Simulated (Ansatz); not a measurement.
Sn, space group I4/mmm: a convergence test of the plane-wave cutoff, run with Ansatz's Python interface.

The script reads `sn.vasp`:
```text
Sn
1.0
  -1.59075000    1.59075000    2.91565000
   1.59075000   -1.59075000    2.91565000
   1.59075000    1.59075000   -2.91565000
Sn
1
Direct
   0.00000000    0.00000000    0.00000000
```

`ecut.py`:
```python
"""Convergence of Sn with the plane-wave cutoff."""

import warnings

import ansatz as az
from ase.io import read
import pandas as pd


def main() -> None:
    warnings.simplefilter("ignore", az.DeckWarning)

    atoms = read("sn.vasp", format="vasp")
    sn = az.Crystal.from_ase(atoms)

    base = (
        sn.calculation()
        .functional(az.Functional.R2SCAN)
        .kpoints(13)
        .occupations("gaussian", width=0.1)
        .eigensolver("davidson", full_accuracy=True)
        .scf(tolerance=1e-08)
        .stress()
    )

    rows = []
    for value in [300, 375, 450, 525, 600, 675]:
        report = base.basis(value).run(threads=1, pin="off").report
        rows.append((value, report["free_energy_ev"] / len(report["lattice"]["sites"]), report["n_iterations"], sum(report["stress_gpa"][i][i] for i in range(3)) / 3, report["n_pw"]))

    table = pd.DataFrame(rows, columns=["cutoff (eV)", "F/atom (eV)", "iterations", "P (GPa)", "plane waves"])
    print(table.round(5).to_string(index=False))

    # differences from the last row
    for row in rows[:-1]:
        shift = 1000 * (row[1] - rows[-1][1])
        print(f"{row[0]}: {shift:+.2f} meV/atom" + ("  (within 1 meV)" if abs(shift) < 1 else ""))


if __name__ == "__main__":
    main()
```

From which cutoff on is the energy per atom within 1 meV of the last row, and how does it get there?

From 450 eV on it stays within 1 meV an atom of the value at 675 eV; the first row (300 eV) is off by 38.0 meV and the last but one by 0.21 meV. The energy falls steadily, as expected when plane waves are added. The pressure moves from -2.80 to -2.85 GPa (the program's stress holds a Pulay correction, so it settles early). The last run costs about 1.8 times the first.

The run itself:

Output of `python ecut.py`:
```text
 cutoff (eV)  F/atom (eV)  iterations  P (GPa)  plane waves
         300  -6038.31935           8 -2.80473          349
         375  -6038.35432           7 -2.83511          477
         450  -6038.35663           7 -2.84468          639
         525  -6038.35706           7 -2.84589          795
         600  -6038.35714           7 -2.84660          999
         675  -6038.35735           7 -2.84718         1209
300: +38.00 meV/atom
375: +3.03 meV/atom
450: +0.72 meV/atom  (within 1 meV)
525: +0.29 meV/atom  (within 1 meV)
600: +0.21 meV/atom  (within 1 meV)
```

Caveats:
- The program warned that this SCF threshold is loose for forces or stresses.
- Pressure is positive in compression.
- This isn't the structure that Sn takes at ambient conditions.
- Shifts are counted from the last row, which is itself no proven limit.
- The script silences the warnings on its input, which a real study should read.
- The whole script took 65 s on 1 thread of Intel(R) Xeon(R) Processor @ 2.30GHz, on a shared host, peak memory 0.79 GiB.
